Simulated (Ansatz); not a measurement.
**GaH3 (triplet): RPA-PBE over vertical spin and charge gaps, aug-cc-pVDZ**

Aim: run GaH3 (triplet) with these functionals over vertical spin and charge gaps, and hold them against the top wave-function level at the same points.

Program: Ansatz 0.2.0, Gaussian basis. Level of theory: aug-cc-pVDZ, all electrons in the functionals, frozen cores in the correlation of double hybrids and RPA. These are calculated values, not measurements.

Plan: RPA-PBE, at charge 0, triplet; charge 0, singlet; charge 0, quintet; charge 1, doublet; charge 1, quartet.

12 further runs of the same task are left out: 5 for a known fault of the program, 1 that didn't finish, 6 set aside as unsound or not needed. Runs told in other sessions of the task aren't counted.

## 1. The system

The geometry is a PBE0/def2-TZVP stationary point (not a proven minimum). No spin-orbit coupling is included. The filled d shell of Ga may be among the frozen orbitals whatever the setting's name suggests.

4 atoms, charge 0, spin multiplicity 3.

Atoms are counted from 1 here; the program's logs count them from 0.

Bond lengths: Ga1–H2 1.585 Å, Ga1–H3 1.955 Å, Ga1–H4 1.955 Å, H3–H4 0.811 Å. Angles: H2–Ga1–H3 100.5°, H2–Ga1–H4 100.5°, H3–Ga1–H4 23.9°, Ga1–H3–H4 78.0°, Ga1–H4–H3 78.0°.

No dispersion term is added.

The geometry shown and the zero of energy belong to the point charge 0, triplet. The yardstick, FCI, and other wave-function levels (R restricted, U unrestricted, valence and pair active spaces) come from earlier runs.

## 2. RPA-PBE, charge 0, triplet

in.yaml

```yaml
crystal:
  periodic: [false, false, false]
  atoms:
    - {symbol: Ga, position_ang: [0.000000, 0.027726, -0.045695]}
    - {symbol: H, position_ang: [0.000000, -1.477599, -0.541473]}
    - {symbol: H, position_ang: [0.405418, -0.220158, 1.851181]}
    - {symbol: H, position_ang: [-0.405418, -0.220158, 1.851181]}
basis:
  gaussian: {orbitals: aug-cc-pVDZ}
magnetization: {spin_polarized: true, initial_magnetization: 2}
hamiltonian: {xc: {name: PBE}}
correlation: {method: rpa, electrons: outside_noble_gas}
```

Run with:

```console
$ ansatz run in.yaml --threads 1 --pin off --events-out ev --progress --plain --max-ram 4160MiB --backend cpu
```

What it wrote:

```text
Functional definition: PBE
  name "PBE"
  cite "Perdew, Burke & Ernzerhof, Phys. Rev. Lett. 77, 3865 (1996) doi:10.1103/PhysRevLett.77.3865"
  parent pbe
  parameter kappa = 0.804
  parameter beta = 0.06672455060314922
  exchange = pbe_x(kappa = kappa, mu = beta*pi^2/3)
  correlation = pbe_c(beta = beta)
659 factors; integrals over basis functions are off by at most 1.4e-3 eV
mean field evaluation 1: about -52412.8760 eV, gradient 1.2e1 eV
mean field evaluation 2: about -52412.8708 eV, gradient 1.2e1 eV
mean field evaluation 4: about -52414.1418 eV, gradient 2.0e0 eV
mean field evaluation 8: about -52414.1877 eV, gradient 2.3e-2 eV
mean field evaluation 16: about -52414.1877 eV, gradient 3.4e-6 eV
mean field -52414.18767545 eV, -1926.1858694603 hartree, gradient 3.4e-6 eV, S^2 2.002347; 0 other end points of the search recorded, 0 dependent functions left out
14 core orbitals not correlated: weight in the atoms' cores, before any rotation towards them, 0.993 or more for the frozen orbitals, at most 0.004 for the correlated occupied ones
reference -52376.89247044 eV, -1924.8152959560 hartree; 4, 2 occupied and 45, 47 virtual orbitals, 659 factors
Total energy: -52381.74227323 eV, -1924.9935229209 hartree
```

Wall time 1.6 s (1 thread of AMD EPYC 7R13, shared host).

From the report: ⟨S²⟩ of the determinant 2.002 (pure triplet: 2.00).

## 3. RPA-PBE, charge 0, singlet

Edit in.yaml of step 2 so:

```diff
@@ -9,3 +9,3 @@
   gaussian: {orbitals: aug-cc-pVDZ}
-magnetization: {spin_polarized: true, initial_magnetization: 2}
+magnetization: {spin_polarized: true, initial_magnetization: 0}
 hamiltonian: {xc: {name: PBE}}
```

Same command.

What it wrote (excerpt; [...] marks lines left out):

```text
Functional definition: PBE
  name "PBE"
  cite "Perdew, Burke & Ernzerhof, Phys. Rev. Lett. 77, 3865 (1996) doi:10.1103/PhysRevLett.77.3865"
  parent pbe
[...]
659 factors; integrals over basis functions are off by at most 1.4e-3 eV
[...]
mean field -52415.16887474 eV, -1926.2219278691 hartree, gradient 3.0e-6 eV, S^2 0.000000; 7 other end points of the search recorded, 0 dependent functions left out
14 core orbitals not correlated: weight in the atoms' cores, before any rotation towards them, 0.993 or more for the frozen orbitals, at most 0.006 for the correlated occupied ones
reference -52377.38155755 eV, -1924.8332695756 hartree; 3, 3 occupied and 46, 46 virtual orbitals, 659 factors
Total energy: -52382.75825454 eV, -1925.0308595454 hartree
```

Wall time 4.6 s (1 thread of AMD EPYC 7R13, shared host).

From the report: ⟨S²⟩ of the determinant 0.000 (pure singlet: 0.00).

From charge 0, triplet: -23.4 kcal/mol.

## 4. RPA-PBE, charge 0, quintet

Edit in.yaml of step 3 so:

```diff
@@ -9,3 +9,3 @@
   gaussian: {orbitals: aug-cc-pVDZ}
-magnetization: {spin_polarized: true, initial_magnetization: 0}
+magnetization: {spin_polarized: true, initial_magnetization: 4}
 hamiltonian: {xc: {name: PBE}}
```

The command is unchanged.

What it wrote (excerpt; [...] marks lines left out):

```text
Functional definition: PBE
  name "PBE"
  cite "Perdew, Burke & Ernzerhof, Phys. Rev. Lett. 77, 3865 (1996) doi:10.1103/PhysRevLett.77.3865"
  parent pbe
[...]
659 factors; integrals over basis functions are off by at most 1.4e-3 eV
[...]
mean field -52406.98511167 eV, -1925.9211801234 hartree, gradient 2.5e-6 eV, S^2 6.001882; 5 other end points of the search recorded, 0 dependent functions left out
14 core orbitals not correlated: weight in the atoms' cores, before any rotation towards them, 0.986 or more for the frozen orbitals, at most 0.011 for the correlated occupied ones
reference -52370.36129348 eV, -1924.5752796297 hartree; 5, 1 occupied and 44, 48 virtual orbitals, 659 factors
Total energy: -52374.49724473 eV, -1924.7272730345 hartree
```

Run time: 4.5 s. Hardware: 1 thread of AMD EPYC 7R13, shared host.

From the report: ⟨S²⟩ of the determinant 6.002 (pure quintet: 6.00).

From charge 0, triplet: +167.1 kcal/mol.

## 5. RPA-PBE, charge 1, doublet

Edit in.yaml of step 4 so:

```diff
@@ -9,3 +9,4 @@
   gaussian: {orbitals: aug-cc-pVDZ}
-magnetization: {spin_polarized: true, initial_magnetization: 4}
+total_charge: 1
+magnetization: {spin_polarized: true, initial_magnetization: 1}
 hamiltonian: {xc: {name: PBE}}
```

The command is unchanged.

What it wrote (excerpt; [...] marks lines left out):

```text
Functional definition: PBE
  name "PBE"
  cite "Perdew, Burke & Ernzerhof, Phys. Rev. Lett. 77, 3865 (1996) doi:10.1103/PhysRevLett.77.3865"
  parent pbe
[...]
659 factors; integrals over basis functions are off by at most 1.4e-3 eV
[...]
mean field -52407.45833851 eV, -1925.9385708892 hartree, gradient 9.4e-6 eV, S^2 0.754095; 0 other end points of the search recorded, 0 dependent functions left out
14 core orbitals not correlated: weight in the atoms' cores, before any rotation towards them, 0.995 or more for the frozen orbitals, at most 0.003 for the correlated occupied ones
reference -52370.72657945 eV, -1924.5887036413 hartree; 3, 2 occupied and 46, 47 virtual orbitals, 659 factors
Total energy: -52375.01297974 eV, -1924.7462259466 hartree
```

It took 1.6 s on 1 thread of AMD EPYC 7R13, shared host.

From the report: ⟨S²⟩ of the determinant 0.754 (pure doublet: 0.75).

From charge 0, triplet: +155.2 kcal/mol.

## 6. RPA-PBE, charge 1, quartet

Edit in.yaml of step 5 so:

```diff
@@ -10,3 +10,3 @@
 total_charge: 1
-magnetization: {spin_polarized: true, initial_magnetization: 1}
+magnetization: {spin_polarized: true, initial_magnetization: 3}
 hamiltonian: {xc: {name: PBE}}
```

The command is unchanged.

What it wrote (excerpt; [...] marks lines left out):

```text
Functional definition: PBE
  name "PBE"
  cite "Perdew, Burke & Ernzerhof, Phys. Rev. Lett. 77, 3865 (1996) doi:10.1103/PhysRevLett.77.3865"
  parent pbe
[...]
659 factors; integrals over basis functions are off by at most 1.4e-3 eV
[...]
mean field -52401.70656580 eV, -1925.7271971408 hartree, gradient 1.7e-6 eV, S^2 3.751883; 1 other end points of the search recorded, 0 dependent functions left out
14 core orbitals not correlated: weight in the atoms' cores, before any rotation towards them, 0.988 or more for the frozen orbitals, at most 0.009 for the correlated occupied ones
reference -52365.69951723 eV, -1924.4039625121 hartree; 4, 1 occupied and 45, 48 virtual orbitals, 659 factors
Total energy: -52369.31184873 eV, -1924.5367132462 hartree
```

Run time: 2 s. Hardware: 1 thread of AMD EPYC 7R13, shared host.

From the report: ⟨S²⟩ of the determinant 3.752 (pure quartet: 3.75).

From charge 0, triplet: +286.7 kcal/mol.

## 7. The comparison

The yardstick is full CI for this spin, exact in this basis with these frozen cores. It comes from earlier runs at the same points. Energies in kcal/mol, counted from charge 0, triplet; blanks weren't run or aren't comparable.

| level | triplet to singlet | triplet to quintet | ionisation to the doublet cation | ionisation to the quartet cation |
| --- | --- | --- | --- | --- |
| FCI | -21.8 |  | 152.2 | 280.8 |
| RPA-PBE | -23.4 | 167.1 | 155.2 | 286.7 |

Largest miss and mean time a point (FCI took 22 s a point; shared hosts):

| level | largest miss (kcal/mol) | where | time a point |
| --- | --- | --- | --- |
| RPA-PBE | +5.8 | ionisation to the quartet cation | 2.8 s |

## 8. What came out

| quantity | value |
| --- | --- |
| triplet to singlet, FCI | -21.8 kcal/mol |
| ionisation to the doublet cation, FCI | 152.2 kcal/mol |
| ionisation to the quartet cation, FCI | 280.8 kcal/mol |
| largest miss, RPA-PBE | +5.8 kcal/mol (ionisation to the quartet cation) |

**Reading.** Misses are known at 3 of 4 points at best, and only functionals with that many are ranked. RPA-PBE strays by up to 5.8 kcal/mol, at ionisation to the quartet cation. Functionals and the yardstick converge differently with the basis, so part of each miss in aug-cc-pVDZ is the basis.
